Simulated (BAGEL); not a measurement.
# C2H4O2Si (SMILES C=C1O[SiH2]O1): a chain of runs

Aim: a series of 15 runs (PBE0/def2-SV(P), RI-MP2/def2-SV(P)) of C2H4O2Si. 

The calculation is run with BAGEL 1.2.2.

1 further run of the same task is left out (set aside as unsound or not needed).

## (1) The structure to begin with

The species is C2H4O2Si (9 atoms), meant as a singlet with charge 0. As SMILES, `C=C1O[SiH2]O1`. One bond was lengthened or shortened from a relaxed shape.

Bond lengths: C1–C2 1.319 Å, C2–O3 1.381 Å, O3–Si4 1.676 Å, C2–O5 1.381 Å, Si4–O5 1.676 Å, C1–H6 1.079 Å, C1–H7 1.079 Å, Si4–H8 1.478 Å, Si4–H9 1.257 Å. Some angles: C1–C2–O3 128.1°, C1–C2–O5 128.1°, O3–C2–O5 103.9°, C2–O3–Si4 87.6°, O3–Si4–O5 80.9°, C2–O5–Si4 87.6°, C2–C1–H6 119.7°, C2–C1–H7 119.7°, O3–Si4–H8 115.3°, O3–Si4–H9 115.3°.

## (2) A single-point energy at PBE0/def2-SV(P) (density fitting with svp-jkfit) (run 1)

Input file job.json:

```json
{ "bagel" : [

{
  "title" : "molecule",
  "basis" : "def2-sv_p_.json",
  "df_basis" : "svp-jkfit",
  "angstrom" : false,
  "geometry" : [
    { "atom" : "C", "xyz" : [     1.22154920,     2.43368190,    -1.80734918 ] },
    { "atom" : "C", "xyz" : [     0.52235054,     0.59044304,    -0.28290712 ] },
    { "atom" : "O", "xyz" : [    -0.88077111,     0.76146325,     1.91125388 ] },
    { "atom" : "Si", "xyz" : [    -0.60638288,    -2.38322999,     2.17600451 ] },
    { "atom" : "O", "xyz" : [     1.02199412,    -1.96144312,    -0.50816247 ] },
    { "atom" : "H", "xyz" : [     0.68448904,     4.35421056,    -1.38197183 ] },
    { "atom" : "H", "xyz" : [     2.32514926,     2.00679277,    -3.46804050 ] },
    { "atom" : "H", "xyz" : [    -2.98951649,    -3.81772109,     1.91616717 ] },
    { "atom" : "H", "xyz" : [     0.66915202,    -3.13977996,     4.03059685 ] }
  ]
},

{ "title" : "ks", "xc_func" : "pbe0" },

{ "title" : "print", "file" : "orbitals.molden", "orbitals" : true }

]}
```

The basis set def2-SV(P) is read from a file made from the Basis Set Exchange's data (not shown).

The run is started by

```bash
$ BAGEL_NUM_THREADS=1 BAGEL job.json > job.out
```

The program printed:

```text
* using 1 threads per process

  ===============================================================
  ===============================================================

  *** Geometry ***

  { "atom" : "C", "xyz" : [      1.221549,      2.433682,     -1.807349 ] },
  { "atom" : "C", "xyz" : [      0.522351,      0.590443,     -0.282907 ] },
  { "atom" : "O", "xyz" : [     -0.880771,      0.761463,      1.911254 ] },
  { "atom" : "Si", "xyz" : [     -0.606383,     -2.383230,      2.176005 ] },
  { "atom" : "O", "xyz" : [      1.021994,     -1.961443,     -0.508162 ] },
  { "atom" : "H", "xyz" : [      0.684489,      4.354211,     -1.381972 ] },
  { "atom" : "H", "xyz" : [      2.325149,      2.006793,     -3.468040 ] },
  { "atom" : "H", "xyz" : [     -2.989516,     -3.817721,      1.916167 ] },
  { "atom" : "H", "xyz" : [      0.669152,     -3.139780,      4.030597 ] },

  Number of auxiliary basis functions:      504

  Since a DF basis is specified, we compute 2- and 3-index integrals:
    o Being stored without compression. Storage requirement is 0.027 GB

  Number of basis functions:       82
  Number of electrons      :       46

    * METHOD: MOLECULE                             0.26

  *** Kohn-Sham DFT ***

    * Removing 17853 points whose weight is below 1.00e-10
    * Grid points: 116301

  === Nuclear Repulsion ===
   232.3541966872

       - DIIS with orbital gradients will be used.

  === KS iteration (pbe0 / def2-sv_p_.json) ===
      0       -476.47795244          0.15359103           0.43
      1       -442.07165055          0.14041573           0.41
      2       -476.55702068          0.17389324           0.41
      3       -499.69673310          0.13510212           0.40
      4       -502.40323128          0.13124692           0.40
      5       -501.90079416          0.13338921           0.41
      6       -502.63469598          0.12566666           0.40
      7       -438.74857641          0.16143825           0.40
      8       -505.19900779          0.10874593           0.41
      9       -511.72035016          0.11641646           0.41
     10       -515.29257124          0.07285666           0.41
     11       -517.32163863          0.03129253           0.40
     12       -517.74668122          0.01431877           0.41
     13       -517.82755393          0.01181706           0.41
     14       -517.89304727          0.00182018           0.41
     15       -517.89513250          0.00039833           0.41
     16       -517.89520244          0.00005390           0.41
     17       -517.89520356          0.00001679           0.41
     18       -517.89520371          0.00000418           0.41
     19       -517.89520371          0.00000237           0.41
     20       -517.89520371          0.00000114           0.40
     21       -517.89520371          0.00000014           0.40
     22       -517.89520371          0.00000005           0.40
     23       -517.89520371          0.00000001           0.41
     24       -517.89520371          0.00000000           0.41
    * SCF iteration converged.

    * Permanent dipole moment:
           (    0.175483,     0.637420,    -0.579370) a.u.

    * METHOD: KS                                  10.80

    * METHOD: PRINT                                0.01

  ===============================================================
```

Wall time 11 s (1 thread of Arm Neoverse V1, shared host); peak memory 0.46 GiB.

## (3) Bond 9-4 at 1.478 A: a single-point energy at RI-MP2/def2-SV(P) (density fitting with svp-jkfit) (run 2)

Input file input.json:

```json
{ "bagel": [

{
  "title": "molecule",
  "basis": "def2-sv_p_.json",
  "df_basis": "svp-jkfit",
  "angstrom": false,
  "geometry": [
    { "atom": "C", "xyz": [     0.99640723,     2.56721940,    -2.13469888 ] },
    { "atom": "C", "xyz": [     0.29720857,     0.72398053,    -0.61025682 ] },
    { "atom": "O", "xyz": [    -1.10591308,     0.89500075,     1.58390419 ] },
    { "atom": "Si", "xyz": [    -0.83152485,    -2.24969250,     1.84865482 ] },
    { "atom": "O", "xyz": [     0.79685215,    -1.82790562,    -0.83551217 ] },
    { "atom": "H", "xyz": [     0.45934707,     4.48774806,    -1.70932153 ] },
    { "atom": "H", "xyz": [     2.10000729,     2.14033026,    -3.79539020 ] },
    { "atom": "H", "xyz": [    -3.21465846,    -3.68418360,     1.58881747 ] },
    { "atom": "H", "xyz": [     0.66915202,    -3.13977996,     4.03059685 ] }
  ]
},

{ "title": "hf" },

{ "title": "mp2", "ncore": 9 }

]}
```

The basis set def2-SV(P) is read from a file made from the Basis Set Exchange's data (not shown).

The run is started by

```bash
$ BAGEL_NUM_THREADS=1 BAGEL input.json > input.out
```

The program printed:

```text
* using 1 threads per process

  ===============================================================
  ===============================================================

  *** Geometry ***

  { "atom" : "C", "xyz" : [      0.996407,      2.567219,     -2.134699 ] },
  { "atom" : "C", "xyz" : [      0.297209,      0.723981,     -0.610257 ] },
  { "atom" : "O", "xyz" : [     -1.105913,      0.895001,      1.583904 ] },
  { "atom" : "Si", "xyz" : [     -0.831525,     -2.249693,      1.848655 ] },
  { "atom" : "O", "xyz" : [      0.796852,     -1.827906,     -0.835512 ] },
  { "atom" : "H", "xyz" : [      0.459347,      4.487748,     -1.709322 ] },
  { "atom" : "H", "xyz" : [      2.100007,      2.140330,     -3.795390 ] },
  { "atom" : "H", "xyz" : [     -3.214658,     -3.684184,      1.588817 ] },
  { "atom" : "H", "xyz" : [      0.669152,     -3.139780,      4.030597 ] },

  Number of auxiliary basis functions:      504

  Since a DF basis is specified, we compute 2- and 3-index integrals:
    o Being stored without compression. Storage requirement is 0.027 GB

  Number of basis functions:       82
  Number of electrons      :       46

    * METHOD: MOLECULE                             0.26

  *** RHF ***

  === Nuclear Repulsion ===
   231.1287452666

      * DIIS with orbital gradients will be used.

  === RHF iteration (def2-sv_p_.json) ===
      0       -516.22251727          0.01937573           0.08
      1       -516.39940360          0.01129164           0.08
      2       -516.45635569          0.00159684           0.08
      3       -516.45823335          0.00054980           0.08
      4       -516.45845279          0.00014657           0.08
      5       -516.45848030          0.00004740           0.08
      6       -516.45848311          0.00003227           0.08
      7       -516.45848412          0.00000476           0.08
      8       -516.45848414          0.00000187           0.08
      9       -516.45848415          0.00000068           0.08
     10       -516.45848415          0.00000024           0.08
     11       -516.45848415          0.00000008           0.08
     12       -516.45848415          0.00000002           0.08
     13       -516.45848415          0.00000001           0.08
    * SCF iteration converged.

    * Permanent dipole moment:
           (    0.238814,     0.628879,    -0.519940) a.u.

    * METHOD: HF                                   1.32

  *** RHF ***

  === Nuclear Repulsion ===
   231.1287452666

      * DIIS with orbital gradients will be used.

  === RHF iteration (def2-sv_p_.json) ===
      0       -516.45848415          0.00000000           0.08
    * SCF iteration converged.

    * Permanent dipole moment:
           (    0.238814,     0.628879,    -0.519940) a.u.

  === DF-MP2 calculation ===

    * freezing 9 orbitals
    * 3-index integral transformation done
    * assembly done

      MP2 correlation energy:   -0.6812534198      0.05

      MP2 total energy:       -517.1397375655

    * METHOD: MP2                                  0.23

  ===============================================================
```

It took 1.9 s on 1 thread of Arm Neoverse V1, shared host; peak memory 0.15 GiB.

Runs 3 to 4 aren't shown in full; the table further down has their settings and results.

## (4) Bond 9-4 at 1.700 A: a single-point energy at PBE0/def2-SV(P) (density fitting with svp-jkfit) (run 5)

Input file input.json:

```json
{ "bagel" : [

{
  "title" : "molecule",
  "basis" : "def2-sv_p_.json",
  "df_basis" : "svp-jkfit",
  "angstrom" : "false",
  "geometry" : [
    { "atom" : "C", "xyz" : [  0.77136731,  2.70069642, -2.46190307 ] },
    { "atom" : "C", "xyz" : [  0.07216864,  0.85745756, -0.93746101 ] },
    { "atom" : "O", "xyz" : [ -1.33095301,  1.02847777,  1.25670000 ] },
    { "atom" : "Si", "xyz" : [ -1.05656477, -2.11621547,  1.52145063 ] },
    { "atom" : "O", "xyz" : [  0.57181223, -1.69442860, -1.16271636 ] },
    { "atom" : "H", "xyz" : [  0.23430714,  4.62122508, -2.03652572 ] },
    { "atom" : "H", "xyz" : [  1.87496736,  2.27380729, -4.12259439 ] },
    { "atom" : "H", "xyz" : [ -3.43969839, -3.55070657,  1.26161329 ] },
    { "atom" : "H", "xyz" : [  0.66915202, -3.13977996,  4.03059685 ] }
  ]
},
{
  "title" : "ks",
  "xc_func" : "pbe0"
},
{
  "title" : "print",
  "file" : "orbitals.molden",
  "orbitals" : "true"
}

]}
```

The basis set def2-SV(P) is read from a file made from the Basis Set Exchange's data (not shown).

The run is started by

```bash
$ BAGEL_NUM_THREADS=1 BAGEL input.json > input.out
```

The program printed:

```text
* using 1 threads per process

  ===============================================================
  ===============================================================

  *** Geometry ***

  { "atom" : "C", "xyz" : [      0.771367,      2.700696,     -2.461903 ] },
  { "atom" : "C", "xyz" : [      0.072169,      0.857458,     -0.937461 ] },
  { "atom" : "O", "xyz" : [     -1.330953,      1.028478,      1.256700 ] },
  { "atom" : "Si", "xyz" : [     -1.056565,     -2.116215,      1.521451 ] },
  { "atom" : "O", "xyz" : [      0.571812,     -1.694429,     -1.162716 ] },
  { "atom" : "H", "xyz" : [      0.234307,      4.621225,     -2.036526 ] },
  { "atom" : "H", "xyz" : [      1.874967,      2.273807,     -4.122594 ] },
  { "atom" : "H", "xyz" : [     -3.439698,     -3.550707,      1.261613 ] },
  { "atom" : "H", "xyz" : [      0.669152,     -3.139780,      4.030597 ] },

  Number of auxiliary basis functions:      504

  Since a DF basis is specified, we compute 2- and 3-index integrals:
    o Being stored without compression. Storage requirement is 0.027 GB

  Number of basis functions:       82
  Number of electrons      :       46

    * METHOD: MOLECULE                             0.26

  *** Kohn-Sham DFT ***

    * Removing 17424 points whose weight is below 1.00e-10
    * Grid points: 116730

  === Nuclear Repulsion ===
   230.1657478886

       - DIIS with orbital gradients will be used.

  === KS iteration (pbe0 / def2-sv_p_.json) ===
      0       -476.61184032          0.15310618           0.44
      1       -441.87027730          0.14023843           0.41
      2       -476.59032709          0.17265456           0.42
      3       -499.70058350          0.13589643           0.42
      4       -502.27335230          0.13247637           0.42
      5       -500.82470343          0.13853337           0.43
      6       -502.18412379          0.12800674           0.42
      7       -438.34881652          0.15717157           0.42
      8       -504.35677548          0.10962098           0.42
      9       -509.00625210          0.12113447           0.42
     10       -512.45996314          0.11705029           0.42
     11       -515.65411547          0.06719077           0.43
     12       -517.45889288          0.02770260           0.43
     13       -517.88772187          0.00566064           0.43
     14       -517.89367261          0.00587923           0.43
     15       -517.91055865          0.00073522           0.43
     16       -517.91088968          0.00022496           0.42
     17       -517.91091194          0.00004128           0.42
     18       -517.91091284          0.00001177           0.43
     19       -517.91091289          0.00000438           0.43
     20       -517.91091290          0.00000130           0.43
     21       -517.91091290          0.00000065           0.43
     22       -517.91091290          0.00000014           0.43
     23       -517.91091290          0.00000007           0.44
     24       -517.91091290          0.00000002           0.43
     25       -517.91091290          0.00000001           0.43
    * SCF iteration converged.

    * Permanent dipole moment:
           (    0.287731,     0.529929,    -0.370119) a.u.

    * METHOD: KS                                  11.72

    * METHOD: PRINT                                0.02

  ===============================================================
```

Wall time 12 s (1 thread of Arm Neoverse V1, shared host); peak memory 0.46 GiB.

Runs 6 to 14 aren't shown in full; the table further down has their settings and results.

## (5) Bond 9-4 at 4.139 A: a single-point energy at PBE0/def2-SV(P) (density fitting with svp-jkfit) (run 15)

Input file calc.json:

```json
{ "bagel" : [

{
  "title" : "molecule",
  "basis" : "def2-sv_p_.json",
  "df_basis" : "svp-jkfit",
  "angstrom" : false,
  "geometry" : [
    { "atom" : "C", "xyz" : [ -1.70468603,  4.16930464, -6.06201842 ] },
    { "atom" : "C", "xyz" : [ -2.40388470,  2.32606578, -4.53757636 ] },
    { "atom" : "O", "xyz" : [ -3.80700635,  2.49708599, -2.34341535 ] },
    { "atom" : "Si", "xyz" : [ -3.53261811, -0.64760725, -2.07866472 ] },
    { "atom" : "O", "xyz" : [ -1.90424111, -0.22582038, -4.76283171 ] },
    { "atom" : "H", "xyz" : [ -2.24174620,  6.08983330, -5.63664107 ] },
    { "atom" : "H", "xyz" : [ -0.60108598,  3.74241551, -7.72270974 ] },
    { "atom" : "H", "xyz" : [ -5.91575173, -2.08209835, -2.33850206 ] },
    { "atom" : "H", "xyz" : [  0.66915202, -3.13977996,  4.03059685 ] }
  ]
},
{
  "title" : "ks",
  "xc_func" : "pbe0"
},
{
  "title" : "print",
  "file" : "orbitals.molden",
  "orbitals" : true
}

]}
```

The basis set def2-SV(P) is read from a file made from the Basis Set Exchange's data (not shown).

The run is started by

```bash
$ BAGEL_NUM_THREADS=1 BAGEL calc.json > calc.out
```

The program printed:

```text
* using 1 threads per process

  ===============================================================
  ===============================================================

  *** Geometry ***

  { "atom" : "C", "xyz" : [     -1.704686,      4.169305,     -6.062018 ] },
  { "atom" : "C", "xyz" : [     -2.403885,      2.326066,     -4.537576 ] },
  { "atom" : "O", "xyz" : [     -3.807006,      2.497086,     -2.343415 ] },
  { "atom" : "Si", "xyz" : [     -3.532618,     -0.647607,     -2.078665 ] },
  { "atom" : "O", "xyz" : [     -1.904241,     -0.225820,     -4.762832 ] },
  { "atom" : "H", "xyz" : [     -2.241746,      6.089833,     -5.636641 ] },
  { "atom" : "H", "xyz" : [     -0.601086,      3.742416,     -7.722710 ] },
  { "atom" : "H", "xyz" : [     -5.915752,     -2.082098,     -2.338502 ] },
  { "atom" : "H", "xyz" : [      0.669152,     -3.139780,      4.030597 ] },

  Number of auxiliary basis functions:      504

  Since a DF basis is specified, we compute 2- and 3-index integrals:
    o Being stored without compression. Storage requirement is 0.027 GB

  Number of basis functions:       82
  Number of electrons      :       46

    * METHOD: MOLECULE                             0.29

  *** Kohn-Sham DFT ***

    * Removing 16409 points whose weight is below 1.00e-10
    * Grid points: 117745

  === Nuclear Repulsion ===
   225.5592950334

       - DIIS with orbital gradients will be used.

  === KS iteration (pbe0 / def2-sv_p_.json) ===
      0       -476.51396659          0.15302009           0.47
      1       -440.81719506          0.13978146           0.46
      2       -476.42504545          0.17175725           0.47
      3       -498.86963417          0.13423844           0.43
      4       -501.68310813          0.12888882           0.44
      5       -500.44464218          0.13462283           0.44
      6       -501.74149640          0.12434114           0.44
      7       -436.39460166          0.17069793           0.44
      8       -506.48135464          0.08533094           0.44
      9       -514.22103243          0.06564511           0.43
     10       -517.31415077          0.01793766           0.43
     11       -517.43327089          0.01037970           0.43
     12       -517.33927091          0.01003170           0.46
     13       -517.69037811          0.00475402           0.49
     14       -517.70460437          0.00341979           0.43
     15       -517.69673826          0.00398623           0.43
     16       -517.71583350          0.00181377           0.43
     17       -517.70789864          0.00283423           0.43
     18       -517.71921042          0.00046993           0.43
     19       -517.71928774          0.00020411           0.42
     20       -517.71933126          0.00008327           0.43
     21       -517.71934061          0.00001747           0.43
     22       -517.71934078          0.00000749           0.42
     23       -517.71934078          0.00000745           0.43
     24       -517.71934083          0.00000130           0.45
     25       -517.71934084          0.00000064           0.44
     26       -517.71934084          0.00000037           0.43
     27       -517.71934084          0.00000031           0.43
     28       -517.71934084          0.00000003           0.43
     29       -517.71934084          0.00000001           0.44
    * SCF iteration converged.

    * Permanent dipole moment:
           (    0.769271,    -0.239608,     0.874648) a.u.

    * METHOD: KS                                  13.79

    * METHOD: PRINT                                0.02

  ===============================================================
```

Run time: 14 s. Hardware: 1 thread of Arm Neoverse V1, shared host; peak memory 0.46 GiB.

## (6) The series

```tsv
run	level	frozen core orbitals	partner	energy (Eh)	dipole moment (D)	HOMO energy (eV)	LUMO energy (eV)	wall time
1	PBE0/def2-SV(P) (density fitting with svp-jkfit)	–	bond 9-4 at 1.257 A	-517.895204	2.23	-6.54	-0.51	11 s
2	RI-MP2/def2-SV(P) (density fitting with svp-jkfit)	9	bond 9-4 at 1.478 A	-517.139738	–	–	–	1.9 s
3	PBE0/def2-SV(P) (density fitting with svp-jkfit)	–	bond 9-4 at 1.478 A	-517.922374	2.04	-6.59	-0.52	12 s
4	RI-MP2/def2-SV(P) (density fitting with svp-jkfit)	9	bond 9-4 at 1.700 A	-517.127457	–	–	–	2.1 s
5	PBE0/def2-SV(P) (density fitting with svp-jkfit)	–	bond 9-4 at 1.700 A	-517.910913	1.80	-6.67	-0.54	12 s
6	RI-MP2/def2-SV(P) (density fitting with svp-jkfit)	9	bond 9-4 at 1.996 A	-517.091752	–	–	–	2.1 s
7	PBE0/def2-SV(P) (density fitting with svp-jkfit)	–	bond 9-4 at 1.996 A	-517.876873	1.51	-6.78	-0.82	13 s
8	RI-MP2/def2-SV(P) (density fitting with svp-jkfit)	9	bond 9-4 at 2.365 A	-517.045397	–	–	–	2.1 s
9	PBE0/def2-SV(P) (density fitting with svp-jkfit)	–	bond 9-4 at 2.365 A	-517.832117	1.42	-6.88	-2.25	13 s
10	RI-MP2/def2-SV(P) (density fitting with svp-jkfit)	9	bond 9-4 at 2.809 A	-517.000951	–	–	–	2.1 s
11	PBE0/def2-SV(P) (density fitting with svp-jkfit)	–	bond 9-4 at 2.809 A	-517.788167	1.75	-6.83	-3.33	14 s
12	RI-MP2/def2-SV(P) (density fitting with svp-jkfit)	9	bond 9-4 at 3.400 A	-516.963771	–	–	–	2.2 s
13	PBE0/def2-SV(P) (density fitting with svp-jkfit)	–	bond 9-4 at 3.400 A	-517.747931	2.40	-6.43	-4.13	14 s
14	RI-MP2/def2-SV(P) (density fitting with svp-jkfit)	9	bond 9-4 at 4.139 A	-516.948622	–	–	–	2.3 s
15	PBE0/def2-SV(P) (density fitting with svp-jkfit)	–	bond 9-4 at 4.139 A	-517.719341	3.02	-6.01	-4.60	14 s
```

## (7) Summary of results

| quantity | value |
| --- | --- |
| bond 9-4 at 4.139 A, run 15: total energy | -517.71934 Eh |
| bond 9-4 at 4.139 A, run 15: dipole moment | 3.02 D |
| bond 9-4 at 4.139 A, run 15: HOMO energy | -6.01 eV |
| bond 9-4 at 4.139 A, run 15: LUMO energy | -4.60 eV |
| bond 9-4 at 4.139 A, run 15: HOMO–LUMO gap | 1.41 eV |

In words: In runs 10, 11, 12, 13, 14, 15 a closed-shell determinant meets a far-stretched bond, which it describes badly. All runs together took 2 min, the longest 14 s.
